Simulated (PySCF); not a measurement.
**[TaH6]−: other functionals and bases at one geometry**

One table from this session's results is given with a row withheld; the runs are named, their logs left out.

Computed with PySCF 2.14.0. Level: several levels, as the steps say, no spin–orbit coupling.

3 further runs of the same task are left out: 2 for a known fault of the program, 1 set aside as unsound or not needed.

**The starting structure**

7 atoms, charge -1, spin multiplicity 1.

Bond lengths: Ta1–H2 1.836 Å, Ta1–H3 1.836 Å, Ta1–H4 1.836 Å, Ta1–H5 1.783 Å, Ta1–H6 1.783 Å, Ta1–H7 1.783 Å. Angles: H2–Ta1–H3 104.6°, H2–Ta1–H4 104.6°, H2–Ta1–H5 73.2°, H2–Ta1–H6 127.3°, H2–Ta1–H7 127.3°, H3–Ta1–H4 104.6°, H3–Ta1–H5 127.3°, H3–Ta1–H6 73.2°, H3–Ta1–H7 127.3°, H4–Ta1–H5 127.3°, H4–Ta1–H6 127.3°, H4–Ta1–H7 73.2°, H5–Ta1–H6 69.0°, H5–Ta1–H7 69.0°, H6–Ta1–H7 69.0°.

As a file:

```
Ta    0.0000    0.0000    0.0997
H     1.6771    0.0000    0.8472
H    -0.8386    1.4524    0.8472
H    -0.8386   -1.4524    0.8472
H     1.1662    0.0000   -1.2492
H    -0.5831    1.0100   -1.2492
H    -0.5831   -1.0100   -1.2492
```

Formal oxidation states: Ta +5. An earlier session relaxed this geometry at r2SCAN, Ta def2-SVP with ECP60, H def2-SVP (singlet, point group C3v).

At r2SCAN on the finer grid: E = -60.550570 Eh, HOMO -1.47 eV, LUMO 2.54 eV, Mulliken charge on Ta1 +0.41 e, largest force component 0.009 eV/Å. 

Levels to run: TPSS; revPBE; PBE0; PBE; r2SCAN, TZVP; r2SCAN, x2c-SVP. Hardware: 2 threads of Arm Neoverse V1, shared host.

The first run:

Input file run.py (the lines that set the calculation):

```python
mol = gto.M(atom='''
Ta     0.00000     0.00000     0.09971
H      1.67710     0.00000     0.84718
H     -0.83855     1.45241     0.84718
H     -0.83855    -1.45241     0.84718
H      1.16623     0.00000    -1.24916
H     -0.58311     1.00998    -1.24916
H     -0.58312    -1.00998    -1.24916''',
    basis={'Ta': 'def2-SVP', 'H': 'def2-SVP'},
    ecp={'Ta': 'def2-SVP'},
    charge=-1, spin=0)
mf = dft.RKS(mol, xc='TPSS')
mf.grids.atom_grid = (75, 302)
mf = mf.density_fit()  # fitting sets: Ta def2-universal-JKFIT, H def2-universal-JKFIT
mf.conv_tol = 1e-08; mf.max_cycle = 55
mf.kernel(dm0)  # dm0: the density of the relaxed state
```

Launch:

```bash
$ OMP_NUM_THREADS=2 python run.py
```

Among the steps run: TPSS; revPBE; PBE0; PBE; r2SCAN, TZVP; r2SCAN, x2c-SVP.

One table of the session follows, with a row left open; its other results are not shown here.

```
                level  HOMO (eV)  gap (eV)  dipole (D)  largest force component (eV/Å)
r2SCAN (relaxed here)      -1.47      4.01        2.07                            0.01
                 TPSS      -1.37      3.88        2.13                            0.19
               revPBE      -1.12      3.58        2.04                            0.31
                 PBE0      -2.45      5.59        2.06                            0.05
                  PBE          ?         ?           ?                               ?
         r2SCAN, TZVP      -1.44      4.06        2.16                            0.20
      r2SCAN, x2c-SVP      -1.60      3.97        2.04                            0.45
```

**Question.** Estimate the row for PBE.

As computed: HOMO (eV): -1.15; gap (eV): 3.47; dipole (D): 2.03; largest force component (eV/Å): 0.37. In the column «HOMO (eV)» it lies between TPSS (-1.37) and revPBE (-1.12).

The dipole of a charged species depends on the origin, so these sizes hold for this origin alone.

In one basis the HOMO–LUMO gap runs from 3.47 eV (PBE) to 5.59 eV (PBE0). The largest leftover force, 0.45 eV/Å with r2SCAN, x2c-SVP, stands at a geometry relaxed at another level. Total energies of different levels can't be compared.
